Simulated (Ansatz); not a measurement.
NaLa3 under changes of volume

One of the cells (36.306 Å³/atom); the others are scaled copies at fixed shape and fractional positions:

```xyz
4
Lattice="5.2563 0.0000 0.0000 0.0000 5.2563 0.0000 0.0000 0.0000 5.2563" Properties=species:S:1:pos:R:3 pbc="T T T"
La    2.6281    2.6281    0.0000
La    0.0000    2.6281    2.6281
La    2.6281    0.0000    2.6281
Na    0.0000    0.0000    0.0000
```

The cell comes from a database or a generator and needn't be the stable form of this composition.

* Program: Ansatz 0.2.0
* Functional: PBE
* Potentials or basis: Ansatz PAW
* Cutoff: 420 eV (not typed: the program's choice for these potentials)
* k mesh: 5 × 5 × 5
* Occupations: fermi-dirac, width 0.05 eV
* Spin: no spin polarisation

```csv
volume (Å³/atom),energy over the lowest point (meV/atom),pressure (GPa)
34.128,13.40,1.9
34.854,6.40,1.3
35.580,2.00,0.7
36.306,0.00,0.2
37.032,0.19,-0.2
37.758,?,?
38.484,6.41,-1.1
```

Q: What does the run at 37.758 Å³/atom give?

A: Energy over the lowest point 2.38 meV/atom; pressure -0.7 GPa.

Worked out: A Birch-Murnaghan fit of order 3 (a polynomial in V^(-2/3)) to the other rows has its minimum at 36.60 Å³/atom with B0 = V·E''(V) = 23 GPa and B' = 3.4. It gives 2.38 meV/atom at 37.758 Å³/atom, against the run's 2.38, and -dE/dV = -0.7 GPa, against -0.7.

Energies are extrapolated to zero smearing.
